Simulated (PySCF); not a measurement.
# C5H6BFO: the cost of one run

Computed with PySCF 2.14.0 and routines of our own; the level stands in each step. Atoms count from 0.

## (1) The system as given

14 atoms, charge 0, multiplicity 1; geometry from: GFN2-xTB.

## (2) Geometry optimisation at PBE0-D3(BJ)/def2-SVP

The job: settings as JSON, then the geometry in Å.

```
{"job": {"xc": "PBE0", "basis": "def2-SVP", "d3": "d3bj", "grid": 2, "kind": "geom"}, "charge": 0, "multiplicity": 1}
C     -1.003540     1.487280    -0.417668
B     -0.441118     0.081222     0.023915
C     -1.399703    -1.144975     0.278765
C      1.052451    -0.123519     0.129266
C      2.257984    -0.114705     0.752824
F      2.818521     0.162277     1.917594
C      2.299761    -0.546736    -0.567262
O      2.807871    -0.949162    -1.565164
H     -0.276722     2.105994    -0.936887
H     -1.888860     1.398523    -1.042366
H     -1.310050     2.037554     0.472118
H     -1.480586    -1.710746    -0.649811
H     -1.029280    -1.838572     1.029483
H     -2.407408    -0.844909     0.553028
```

The run is started by

```console
$ OMP_NUM_THREADS=1 python excited_run.py task.json out
```

One launch serves the whole session: the jobs run in the order shown.

Q: Estimate the wall time and peak memory of this first job on 1 thread of Arm Neoverse V2, shared host.

About 1.8 min, with a peak of 0.71 GiB.
